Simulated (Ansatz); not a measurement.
# C3H7BF2O: how energies converge with the basis set

One table from this session's results is given with a row withheld; the runs are named, their logs left out.

Computed with Ansatz 0.2.0, Gaussian basis. Level: one geometry, several basis sets.

The runs, in order: PBE0-D4/def2-SVP; ωB97M-V/def2-SVP; PBE0-D4/def2-QZVPP; ωB97M-V/def2-QZVPP; the functionals' def2-TZVPP values are taken from earlier runs.

## Structure used throughout

All runs share one geometry, relaxed beforehand with PBE0-D4 in a triple-zeta def2 set.

SMILES `CC(C)OB(F)F`, 14 atoms, charge 0, spin multiplicity 1.

Atoms are counted from 1 here; the program's logs count them from 0.

Bond lengths: C1–C2 1.512 Å, C1–H8 1.092 Å, C1–H9 1.092 Å, C1–H10 1.092 Å, C2–C3 1.512 Å, C2–O4 1.434 Å, C2–H11 1.095 Å, C3–H12 1.092 Å, C3–H13 1.092 Å, C3–H14 1.092 Å, O4–B5 1.336 Å, B5–F6 1.322 Å, B5–F7 1.330 Å. Angles: C2–C1–H8 110.3°, C2–C1–H9 110.3°, C2–C1–H10 110.9°, H8–C1–H9 108.5°, H8–C1–H10 108.3°, H9–C1–H10 108.5°, C1–C2–C3 112.9°, C1–C2–O4 108.1°, C1–C2–H11 109.5°, C3–C2–O4 108.0°, C3–C2–H11 109.5°, O4–C2–H11 108.7°, C2–C3–H12 110.3°, C2–C3–H13 110.3°, C2–C3–H14 110.9°, H12–C3–H13 108.5°, H12–C3–H14 108.5°, H13–C3–H14 108.3° and more.

The first run:

Contents of in.yaml:

```yaml
crystal:
  periodic: [false, false, false]
  atoms:
    - {symbol: C, position_ang: [-1.375291, -0.614398, -0.503880]}
    - {symbol: C, position_ang: [-0.120491, -0.163992, 0.209000]}
    - {symbol: C, position_ang: [0.912015, -1.261405, 0.331996]}
    - {symbol: O, position_ang: [0.459179, 0.909026, -0.546158]}
    - {symbol: B, position_ang: [0.622657, 2.141685, -0.057307]}
    - {symbol: F, position_ang: [1.165207, 3.074460, -0.821259]}
    - {symbol: F, position_ang: [0.264862, 2.490360, 1.174940]}
    - {symbol: H, position_ang: [-1.845346, -1.435978, 0.040616]}
    - {symbol: H, position_ang: [-1.135394, -0.958554, -1.512426]}
    - {symbol: H, position_ang: [-2.095189, 0.202579, -0.579728]}
    - {symbol: H, position_ang: [-0.379229, 0.208783, 1.205429]}
    - {symbol: H, position_ang: [1.203212, -1.620528, -0.657648]}
    - {symbol: H, position_ang: [0.505762, -2.100801, 0.900149]}
    - {symbol: H, position_ang: [1.805246, -0.900537, 0.845175]}
basis:
  gaussian: {orbitals: def2-SVP}
hamiltonian: {xc: pbe0, dispersion: d4}
output: {orbitals: {seedname: orbitals}}
```

Run with:

```bash
$ ansatz run in.yaml --threads 4 --pin off --events-out ev --progress --plain --max-ram 11315MiB
```

Among the steps run: PBE0-D4 in def2-SVP; ωB97M-V in def2-SVP; PBE0-D4 in def2-QZVPP; ωB97M-V in def2-QZVPP.

One of the session's tables, all rows but one given; the rest of the session is left out.

It belongs to the step «Density functionals: the series». 

```
functional       basis  HOMO (eV)  LUMO (eV)
   PBE0-D4    def2-SVP          ?          ?
   PBE0-D4  def2-TZVPP      -9.17       0.71
   PBE0-D4  def2-QZVPP      -9.18       0.51
   ωB97M-V    def2-SVP     -11.46       3.11
   ωB97M-V  def2-TZVPP     -11.54       1.99
   ωB97M-V  def2-QZVPP     -11.56       1.67
```

**Question.** Estimate the row for PBE0-D4, def2-SVP.

The run gave: HOMO (eV): -9.10; LUMO (eV): 1.50. In the column «HOMO (eV)» it is the highest.
